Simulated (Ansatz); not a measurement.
# GaH6NSi: the cost of one run

Program: Ansatz 0.2.0. Level of theory: RKS PBE0-D4/def2-SVP. These are calculated values, not measurements.

## (1) Starting point

Bond lengths: Ga1–Si2 2.720 Å, Ga1–N3 1.835 Å, Ga1–H5 1.674 Å, Si2–H6 1.477 Å, Si2–H7 1.473 Å, Si2–H8 1.481 Å, N3–H9 1.013 Å. Angles: Ga1–Si2–H6 110.7°, Ga1–Si2–H7 108.8°, Ga1–Si2–H8 119.4°, H6–Si2–H7 105.3°, H6–Si2–H8 108.0°, H7–Si2–H8 103.5°, Si2–Ga1–N3 80.4°, Si2–Ga1–H5 140.2°, N3–Ga1–H5 138.9°, Ga1–N3–H9 154.7°.

As a file:

```xyz
9

Ga   -1.3848    0.0170   -0.7366
Si    0.9522    0.9102    0.3316
N    -0.7715   -1.5456    0.0055
H     0.2942   -0.8500    0.3964
H    -2.6271    0.5384   -1.7309
H     2.1034    0.4409   -0.4652
H     0.9865    2.3796    0.2370
H     1.2469    0.6483    1.7590
H    -0.7999   -2.5387    0.2032
```

## (2) A restrained relaxation towards end A

Springs on the bonds that form and break draw the guess towards this end; the thresholds are loose.

Contents of input.yaml:

```yaml
crystal:
  periodic: [false, false, false]
  atoms:
    - { symbol: Ga, position_ang: [-1.3848, 0.017, -0.7366] }
    - { symbol: Si, position_ang: [0.9522, 0.9102, 0.3316] }
    - { symbol: "N", position_ang: [-0.7715, -1.5456, 0.0055] }
    - { symbol: H, position_ang: [0.2942, -0.85, 0.3964] }
    - { symbol: H, position_ang: [-2.6271, 0.5384, -1.7309] }
    - { symbol: H, position_ang: [2.1034, 0.4409, -0.4652] }
    - { symbol: H, position_ang: [0.9865, 2.3796, 0.237] }
    - { symbol: H, position_ang: [1.2469, 0.6483, 1.759] }
    - { symbol: H, position_ang: [-0.7999, -2.5387, 0.2032] }
basis:
  gaussian: { orbitals: def2-SVP }
hamiltonian:
  xc: pbe0
  dispersion: d4
relax:
  f_tol: 0.15
  max_steps: 25
  restrain:
    - { distance: [3, 1], at: 2.72, k: 30.0 }
    - { distance: [0, 1], at: 2.33, k: 30.0 }
    - { distance: [3, 2], at: 1.02, k: 30.0 }
output:
  orbitals: {}
```

Run with:

```
ansatz run input.yaml --threads 2 --pin off --max-ram 3072MiB --backend cpu --events-out ev --progress --plain --runs-dir out
```

What time and memory should one allow on 2 threads of Intel Xeon Platinum 8488C (Sapphire Rapids), shared host?

About 23 s, with a peak of 0.22 GiB.
